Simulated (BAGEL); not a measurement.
# ZnAlH2OF (SMILES [OH][AlH][Zn][F]) at HF/6-31G(d) (density fitting with qzvpp-jkfit, spherical functions)

What is the vertical electron affinity of ZnAlH2OF at HF/6-31G* (density fitting with qzvpp-jkfit, spherical functions)? 

The calculation is run with BAGEL 1.2.2.

6 further runs of the same task are left out: 1 for a known fault of the program, 5 that didn't finish.

### 1 The system as given

ZnAlH2OF has 6 atoms, charge 0, and is taken as a singlet. As SMILES, `[OH][AlH][Zn][F]`. The shape comes from GFN2-xTB, which is rough for such elements, and wasn't checked as a minimum. This is one conformer, not always the lowest.

Bond lengths: O1–Al2 1.632 Å, Al2–Zn3 2.430 Å, Zn3–F4 1.762 Å, O1–H5 0.950 Å, Al2–H6 1.546 Å. Angles: O1–Al2–Zn3 119.7°, Al2–Zn3–F4 124.9°, O1–Al2–H6 123.9°, Zn3–Al2–H6 116.3°, Al2–O1–H5 177.6°.

### 2 A single-point energy at HF/6-31G(d) (density fitting with qzvpp-jkfit, spherical functions)

job.json reads:

```json
{ "bagel": [

{
  "title": "molecule",
  "basis": "6-31gs.json",
  "df_basis": "qzvpp-jkfit",
  "angstrom": true,
  "geometry": [
    { "atom": "O", "xyz": [   -1.143250,    1.380750,   -0.410980 ] },
    { "atom": "Al", "xyz": [    0.090120,    0.489090,    0.179600 ] },
    { "atom": "Zn", "xyz": [    0.139390,   -1.908190,   -0.212450 ] },
    { "atom": "F", "xyz": [    1.479350,   -2.972520,    0.208380 ] },
    { "atom": "H", "xyz": [   -1.844030,    1.931990,   -0.737510 ] },
    { "atom": "H", "xyz": [    1.278420,    1.078880,    0.972950 ] }
  ]
},
{
  "title": "hf"
},
{
  "title": "print",
  "file": "orbitals.molden",
  "orbitals": true
}

]}
```

The basis set 6-31G* is read from a file made from the Basis Set Exchange's data (not shown).

Launch:

```bash
BAGEL_NUM_THREADS=1 BAGEL job.json > job.out
```

Output:

```text
* using 1 threads per process

  ===============================================================
  ===============================================================

  *** Geometry ***

  { "atom" : "O", "xyz" : [     -2.160429,      2.609239,     -0.776640 ] },
  { "atom" : "Al", "xyz" : [      0.170302,      0.924246,      0.339395 ] },
  { "atom" : "Zn", "xyz" : [      0.263409,     -3.605956,     -0.401472 ] },
  { "atom" : "F", "xyz" : [      2.795566,     -5.617249,      0.393781 ] },
  { "atom" : "H", "xyz" : [     -3.484712,      3.650932,     -1.393692 ] },
  { "atom" : "H", "xyz" : [      2.415864,      2.038788,      1.838609 ] },

  Number of auxiliary basis functions:      582

  Since a DF basis is specified, we compute 2- and 3-index integrals:
    o Being stored without compression. Storage requirement is 0.033 GB

  Number of basis functions:       84
  Number of electrons      :       62

    * METHOD: MOLECULE                             0.35

  *** RHF ***

  === Nuclear Repulsion ===
   283.1701989793

      * DIIS with orbital gradients will be used.

  === RHF iteration (6-31gs.json) ===
      0      -2194.55752960          0.02438917           0.12
      1      -2194.74094393          0.01837249           0.12
      2      -2194.90812889          0.00132067           0.12
      3      -2194.90998387          0.00055087           0.11
      4      -2194.91019043          0.00016632           0.12
      5      -2194.91022133          0.00004405           0.12
      6      -2194.91022473          0.00002258           0.12
      7      -2194.91022531          0.00000704           0.12
      8      -2194.91022537          0.00000232           0.12
      9      -2194.91022538          0.00000106           0.12
     10      -2194.91022538          0.00000042           0.12
     11      -2194.91022538          0.00000019           0.12
     12      -2194.91022538          0.00000006           0.12
     13      -2194.91022538          0.00000003           0.12
     14      -2194.91022538          0.00000002           0.12
     15      -2194.91022538          0.00000001           0.12
    * SCF iteration converged.

    * Permanent dipole moment:
           (    1.574520,    -0.758886,     0.628727) a.u.

    * METHOD: HF                                   2.19

    * METHOD: PRINT                                0.01

  ===============================================================
```

Wall time 2.7 s (1 thread of Arm Neoverse V2, shared host); peak memory 0.14 GiB.

### 3 The doublet anion at the same level

input.json reads:

```json
{ "bagel": [

{
  "title": "molecule",
  "basis": "6-31gs.json",
  "df_basis": "qzvpp-jkfit",
  "angstrom": true,
  "geometry": [
    { "atom": "O", "xyz": [      -1.143250,       1.380750,      -0.410980 ] },
    { "atom": "Al", "xyz": [       0.090120,       0.489090,       0.179600 ] },
    { "atom": "Zn", "xyz": [       0.139390,      -1.908190,      -0.212450 ] },
    { "atom": "F", "xyz": [       1.479350,      -2.972520,       0.208380 ] },
    { "atom": "H", "xyz": [      -1.844030,       1.931990,      -0.737510 ] },
    { "atom": "H", "xyz": [       1.278420,       1.078880,       0.972950 ] }
  ]
},

{
  "title": "rohf",
  "charge": -1,
  "nopen": 1
},

{
  "title": "print",
  "file": "orbitals.molden",
  "orbitals": true
}

]}
```

The basis set 6-31G* is read from a file made from the Basis Set Exchange's data (not shown).

Launch:

```bash
BAGEL_NUM_THREADS=1 BAGEL input.json > input.out
```

Output:

```text
* using 1 threads per process

  ===============================================================
  ===============================================================

  *** Geometry ***

  { "atom" : "O", "xyz" : [     -2.160429,      2.609239,     -0.776640 ] },
  { "atom" : "Al", "xyz" : [      0.170302,      0.924246,      0.339395 ] },
  { "atom" : "Zn", "xyz" : [      0.263409,     -3.605956,     -0.401472 ] },
  { "atom" : "F", "xyz" : [      2.795566,     -5.617249,      0.393781 ] },
  { "atom" : "H", "xyz" : [     -3.484712,      3.650932,     -1.393692 ] },
  { "atom" : "H", "xyz" : [      2.415864,      2.038788,      1.838609 ] },

  Number of auxiliary basis functions:      582

  Since a DF basis is specified, we compute 2- and 3-index integrals:
    o Being stored without compression. Storage requirement is 0.033 GB

  Number of basis functions:       84
  Number of electrons      :       62

    * METHOD: MOLECULE                             0.36

  *** Open-shell HF ***

  === Nuclear Repulsion ===
   283.1701989793

      * DIIS with orbital gradients will be used.

  === ROHF iteration (6-31gs.json) ===
      0      -2194.45763990          0.04886303           0.26
      1      -2194.66294362          0.03850854           0.25
      2      -2194.78223125          0.02527544           0.25
      3      -2194.87411516          0.00211011           0.25
      4      -2194.88179823          0.00119833           0.26
      5      -2194.88414234          0.00064505           0.26
      6      -2194.88470419          0.00020548           0.26
      7      -2194.88476301          0.00008997           0.26
      8      -2194.88477124          0.00005049           0.26
      9      -2194.88477527          0.00002542           0.26
     10      -2194.88477642          0.00001713           0.25
     11      -2194.88477681          0.00001532           0.26
     12      -2194.88477813          0.00001362           0.26
     13      -2194.88478062          0.00001075           0.26
     14      -2194.88478289          0.00000621           0.26
     15      -2194.88478261          0.00000307           0.26
     16      -2194.88478175          0.00000145           0.26
     17      -2194.88478147          0.00000060           0.25
     18      -2194.88478147          0.00000032           0.25
     19      -2194.88478148          0.00000018           0.25
     20      -2194.88478148          0.00000013           0.26
     21      -2194.88478148          0.00000012           0.26
     22      -2194.88478148          0.00000011           0.26
     23      -2194.88478149          0.00000010           0.26
     24      -2194.88478149          0.00000008           0.25
     25      -2194.88478149          0.00000005           0.26
     26      -2194.88478149          0.00000002           0.25
     27      -2194.88478148          0.00000001           0.25
     28      -2194.88478148          0.00000001           0.25
    * SCF iteration converged.

    * S^2 (ROHF) is 0.7500

    * Permanent dipole moment:
           (    0.624895,    -2.149500,     0.108249) a.u.

    * METHOD: ROHF                                 7.72

    * METHOD: PRINT                                0.01

  ===============================================================
```

Wall time 8.4 s (1 thread of Arm Neoverse V2, shared host); peak memory 0.14 GiB.

### 4 Outcome

Level: HF/6-31G* (density fitting with qzvpp-jkfit, spherical functions).

| quantity | value |
| --- | --- |
| singlet ZnAlH2OF: total energy | -2194.91023 Eh |
| singlet ZnAlH2OF: dipole moment | 4.72 D |
| singlet ZnAlH2OF: HOMO energy | -8.95 eV |
| singlet ZnAlH2OF: LUMO energy | 0.93 eV |
| singlet ZnAlH2OF: HOMO–LUMO gap | 9.87 eV |
| doublet anion: total energy | -2194.88478 Eh |
| doublet anion: ⟨S²⟩ | 0.750 |
| vertical electron affinity (to the doublet anion) | -0.692 eV |

**Reading.** The anion lies 0.69 eV (16.0 kcal/mol) above the neutral: the electron isn't bound at this level, and such a value depends on the basis. Without diffuse functions anions come out too high. Hartree–Fock misses the correlation that binds many anions.
